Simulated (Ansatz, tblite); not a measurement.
**The cluster HfGe₁₀: a ladder of methods and basis sets**

The task here is to estimate one member of a computed series from the others.

Program: Ansatz 0.2.0, Gaussian basis. Level of theory: as each input shows. These are calculated values, not measurements.

Levels to be run: GFN2-xTB, PBE-D4/def2-TZVP, r2SCAN-D4/def2-TZVP, HF/def2-TZVP, PBE-D4/def2-SVP, PBE0-D4/def2-SVP, MP2/def2-TZVP, RPA/def2-TZVP.

2 further runs of the same task are left out: 2 set aside as unsound or not needed.

## The relaxed structure

The geometry is that of the singlet, from an earlier relaxation (PBE-D4/def2-SVP). At that level it is the lowest of the isomers that a small search found.

11 atoms, charge 0, spin multiplicity 1.

Bond lengths: Hf1–Ge3 3.055 Å, Hf1–Ge7 2.676 Å, Hf1–Ge8 2.599 Å, Hf1–Ge9 2.662 Å, Hf1–Ge10 2.770 Å, Ge2–Ge3 2.866 Å, Ge2–Ge5 2.474 Å, Ge2–Ge10 2.539 Å, Ge3–Ge4 2.587 Å, Ge3–Ge10 2.541 Å, Ge4–Ge8 2.578 Å, Ge4–Ge11 2.540 Å, Ge5–Ge6 2.554 Å, Ge5–Ge11 2.520 Å, Ge6–Ge7 2.633 Å, Ge6–Ge9 2.566 Å, Ge7–Ge8 2.854 Å and more. Angles: Ge3–Hf1–Ge7 94.1°, Ge3–Hf1–Ge8 53.8°, Ge3–Hf1–Ge9 93.5°, Ge3–Hf1–Ge10 51.4°, Ge7–Hf1–Ge8 65.5°, Ge7–Hf1–Ge9 65.2°, Ge7–Hf1–Ge10 115.5°, Ge8–Hf1–Ge9 116.6°, Ge8–Hf1–Ge10 105.1°, Ge9–Hf1–Ge10 65.4°, Ge3–Ge2–Ge5 105.0°, Ge3–Ge2–Ge10 55.7°, Ge5–Ge2–Ge10 154.6°, Hf1–Ge3–Ge2 85.5°, Hf1–Ge3–Ge4 113.2°, Hf1–Ge3–Ge10 58.5°, Ge2–Ge3–Ge4 114.0° and more.

Hf takes a core potential in the def2 sets. No spin-orbit coupling is included.

PBE0-D4/def2-TZVP was run before; its log isn't repeated, and its numbers join the tables.

Set-up of the first run:

Tight binding, by tblite at 300 K electronic temperature and without a spin-polarisation term:

```python
tblite.interface.Calculator('GFN2-xTB', numbers, positions, charge=0, uhf=0).singlepoint()
```

start.molden holds the orbitals of an earlier run on this state, given as this run's starting guess.

File in.yaml:

```yaml
crystal:
  periodic: [false, false, false]
  atoms:
    - {symbol: Hf, position_ang: [0.734683, 1.044449, -3.794612]}
    - {symbol: Ge, position_ang: [4.284832, 1.793236, -2.056893]}
    - {symbol: Ge, position_ang: [2.919428, -0.680931, -2.535504]}
    - {symbol: Ge, position_ang: [2.147879, -1.891184, -0.383419]}
    - {symbol: Ge, position_ang: [4.097035, 2.166709, 0.381630]}
    - {symbol: Ge, position_ang: [2.170239, 3.468197, -0.675175]}
    - {symbol: Ge, position_ang: [0.022988, 2.171930, -1.474723]}
    - {symbol: Ge, position_ang: [0.428261, -0.630818, -1.831902]}
    - {symbol: Ge, position_ang: [1.985362, 3.325802, -3.230272]}
    - {symbol: Ge, position_ang: [3.452105, 1.035153, -4.331955]}
    - {symbol: Ge, position_ang: [2.143588, 0.589557, 0.162726]}
basis:
  gaussian: {orbitals: def2-TZVP, fitting: {mean_field: def2-universal-jkfit}, initial_orbitals: start.molden}
hamiltonian: {xc: pbe, dispersion: d4}
scf: {omitted_lower_state_checks: [starts]}
output: {forces: true, orbitals: {seedname: orbitals}}
```

Started as:

```sh
ansatz run in.yaml --threads 2 --pin off --events-out ev --progress --plain --max-ram 32768MiB --backend cuda --devices 0, --max-vram 18GiB
```

Among the steps run: PBE-D4/def2-TZVP; r2SCAN-D4/def2-TZVP; HF/def2-TZVP; PBE-D4/def2-SVP; PBE0-D4/def2-SVP; MP2/def2-TZVP; RPA/def2-TZVP.

One of the session's tables, all rows but one given; the rest of the session is left out.

It belongs to the step «Binding energy». 

```
              level  binding an atom (eV)
       HF/def2-TZVP                     ?
    PBE-D4/def2-SVP                 3.467
   PBE-D4/def2-TZVP                 3.499
r2SCAN-D4/def2-TZVP                 3.369
   PBE0-D4/def2-SVP                 3.274
  PBE0-D4/def2-TZVP                 3.317
      RPA/def2-TZVP                 2.965
      MP2/def2-TZVP                 3.695
```

**Question.** Estimate the row for HF/def2-TZVP.

**Answer.** binding an atom (eV): 1.480. In the column «binding an atom (eV)» it is the lowest.

Caveats from the session: Free atoms were run apart at each level; binding is atoms less cluster, divided by the number of atoms, without zero-point or spin-orbit terms.
